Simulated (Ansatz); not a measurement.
# GeH₆N₂Si: basis-set convergence

How large a basis does GeH₆N₂Si need? Two functionals are run in growing sets.

The runs use Ansatz 0.2.0, Gaussian basis; one geometry, several basis sets.

Levels to be run: PBE0-D4/def2-SVP; ωB97M-V/def2-SVP; PBE0-D4/def2-QZVPP; ωB97M-V/def2-QZVPP; the functionals' def2-TZVPP values are taken from earlier runs.

## Step 1: Structure used throughout

An earlier PBE0-D4 in a triple-zeta def2 set relaxation fixed the geometry.

SMILES `[NH]1[SiH2][NH][GeH2]1`, 10 atoms, charge 0, spin multiplicity 1.

Atoms are counted from 1 here; the program's logs count them from 0.

Bond lengths: N1–Si2 1.732 Å, N1–Ge4 1.850 Å, N1–H5 1.004 Å, Si2–N3 1.732 Å, Si2–H6 1.492 Å, Si2–H7 1.492 Å, N3–Ge4 1.850 Å, N3–H8 1.004 Å, Ge4–H9 1.543 Å, Ge4–H10 1.543 Å. Angles: Si2–N1–Ge4 93.5°, Si2–N1–H5 129.4°, Ge4–N1–H5 127.1°, N1–Si2–N3 90.1°, N1–Si2–H6 114.1°, N1–Si2–H7 115.9°, N3–Si2–H6 115.9°, N3–Si2–H7 114.1°, H6–Si2–H7 106.6°, Si2–N3–Ge4 93.5°, Si2–N3–H8 129.5°, Ge4–N3–H8 127.1°, N1–Ge4–N3 83.0°, N1–Ge4–H9 115.5°, N1–Ge4–H10 115.3°, N3–Ge4–H9 115.3°, N3–Ge4–H10 115.5°, H9–Ge4–H10 110.1°.

## Step 2: PBE0-D4 in def2-SVP

Contents of in.yaml:

```yaml
crystal:
  periodic: [false, false, false]
  atoms:
    - {symbol: N, position_ang: [-0.546353, 0.771358, -0.769865]}
    - {symbol: Si, position_ang: [0.441240, -0.629376, -1.016712]}
    - {symbol: N, position_ang: [0.594010, -0.827042, 0.696693]}
    - {symbol: Ge, position_ang: [-0.448649, 0.653686, 1.073638]}
    - {symbol: H, position_ang: [-0.614915, 1.608540, -1.320310]}
    - {symbol: H, position_ang: [1.708210, -0.359022, -1.756321]}
    - {symbol: H, position_ang: [-0.217361, -1.776671, -1.706112]}
    - {symbol: H, position_ang: [0.667378, -1.669820, 1.237879]}
    - {symbol: H, position_ang: [-1.781674, 0.357306, 1.791864]}
    - {symbol: H, position_ang: [0.281215, 1.819840, 1.772245]}
basis:
  gaussian: {orbitals: def2-SVP}
hamiltonian: {xc: pbe0, dispersion: d4}
output: {orbitals: {seedname: orbitals}}
```

The run is started by

```console
$ ansatz run in.yaml --threads 4 --pin off --events-out ev --progress --plain --max-ram 10444MiB
```

Further steps of the session: ωB97M-V in def2-SVP; PBE0-D4 in def2-QZVPP; ωB97M-V in def2-QZVPP.

Before running them: what should the planned runs give, taken together? Wanted: PBE0-D4: double and triple zeta above quadruple; ωB97M-V: double and triple zeta above quadruple.

**Answer**, as computed:

| quantity | value |
| --- | --- |
| PBE0-D4: double and triple zeta above quadruple | 15.45, 1.70 eV |
| ωB97M-V: double and triple zeta above quadruple | 15.50, 1.63 eV |

In words: For PBE0-D4 the step from double to triple zeta gains 13.75 eV and the next only 1.70 eV. Total energies overstate the basis error of differences, where much of it tends to cancel. The LUMO of ωB97M-V is positive and keeps falling with the basis (1.79 to 0.99 eV): an unbound level that the basis holds in place.
